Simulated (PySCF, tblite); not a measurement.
**C4H13BFN: geometry, infrared bands and NMR shifts**

Aim: predict the infrared bands and NMR shifts of C4H13BFN (`CC(C)(C)[B@@H-]([NH3+])F`).

Computed with tblite 0.8.0 and PySCF 2.14.0, with density-fitted response routines of our own, on a single molecule in the gas phase. Atoms are numbered from 0 throughout.

## 1. The molecule as given

20 atoms, charge 0, multiplicity 1; geometry from: force field or distance geometry start.

Bonds of the start (Å): C0–C1 1.52, C1–C2 1.51, C1–C3 1.52, C1–B4 1.59, B4–N5 1.51, B4–F6 1.46, C0–H7 1.10, C0–H8 1.10, C0–H9 1.13, C2–H10 1.10, C2–H11 1.11, C2–H12 1.11, C3–H13 1.11, C3–H14 1.12, C3–H15 1.11, B4–H16 1.20, N5–H17 1.04, N5–H18 1.03, N5–H19 1.07.

## 2. Relaxing the molecule with GFN2-xTB

Job settings and geometry (Å):

```
{"job": {"kind": "relax", "xc": "GFN2-xTB", "basis": "xTB"}, "charge": 0, "multiplicity": 1}
C     -0.453600    -0.935400    -1.204200
C     -0.441000     0.057100    -0.056600
C     -1.410300     1.193400    -0.260900
C     -0.877000    -0.689000     1.197200
B      0.982500     0.733400     0.150100
N      2.135100    -0.249500     0.157800
F      1.149800     1.713600    -0.920800
H     -0.048100    -1.918300    -0.921300
H      0.072100    -0.552100    -2.096600
H     -1.524200    -1.096800    -1.515600
H     -1.126800     1.711600    -1.191800
H     -1.271300     1.905100     0.577700
H     -2.456100     0.820900    -0.251000
H     -1.869900    -1.166600     1.079300
H     -0.899900     0.043000     2.040400
H     -0.132300    -1.466000     1.477200
H      0.945400     1.312900     1.196600
H      1.942900    -1.046600     0.804100
H      2.293500    -0.648300    -0.777200
H      2.984100     0.288200     0.512500
```

Run with:

```sh
OMP_NUM_THREADS=1 python probes_run.py task.json out
```

This one command runs all jobs of the session in turn.

**Question.** This job is followed by: GFN2-xTB harmonic vibrations, gas phase; GIAO PBE0/pcSseg-1 NMR shielding, non-relativistic, gas phase. What will the session give for the following? strongest single infrared mode (GFN2-xTB); zero-point energy (GFN2-xTB); 13C shifts against TMS (PBE0/pcSseg-1, means over atoms taken as alike); 1H shifts against TMS (PBE0/pcSseg-1, means over atoms taken as alike); 11B shifts against BF3·OEt2 (PBE0/pcSseg-1); 15N shifts against NH3 (PBE0/pcSseg-1); 19F shifts against CFCl3 (PBE0/pcSseg-1).

The runs gave:

| quantity | value |
| --- | --- |
| strongest single infrared mode (GFN2-xTB) | 1190 cm⁻¹, 253 km/mol |
| zero-point energy (GFN2-xTB) | 109.1 kcal/mol |
| 13C shifts against TMS (PBE0/pcSseg-1, means over atoms taken as alike) | 28.2, 21.9 ppm |
| 1H shifts against TMS (PBE0/pcSseg-1, means over atoms taken as alike) | 3.19, 2.79, 0.77 ppm |
| 11B shifts against BF3·OEt2 (PBE0/pcSseg-1) | 0.8 ppm |
| 15N shifts against NH3 (PBE0/pcSseg-1) | 50.6 ppm |
| 19F shifts against CFCl3 (PBE0/pcSseg-1) | -216.8 ppm |

**Reading.** Over 103 steps the energy fell by 0.647 eV; of the close pairs, B4–N5 changed most, 1.515 to 1.670 Å. All 54 modes are real, so the xTB geometry is a minimum. The strongest single mode, at 1190 cm⁻¹, moves mainly H18, H19 and H17. GFN2-xTB is a fitted tight-binding method: band positions and strengths are rough. Its intensities can rank the bands wrongly. At PBE0/pcSseg-1: The widest tensor belongs to F6: span 133 ppm, with a paramagnetic part of -83 ppm.
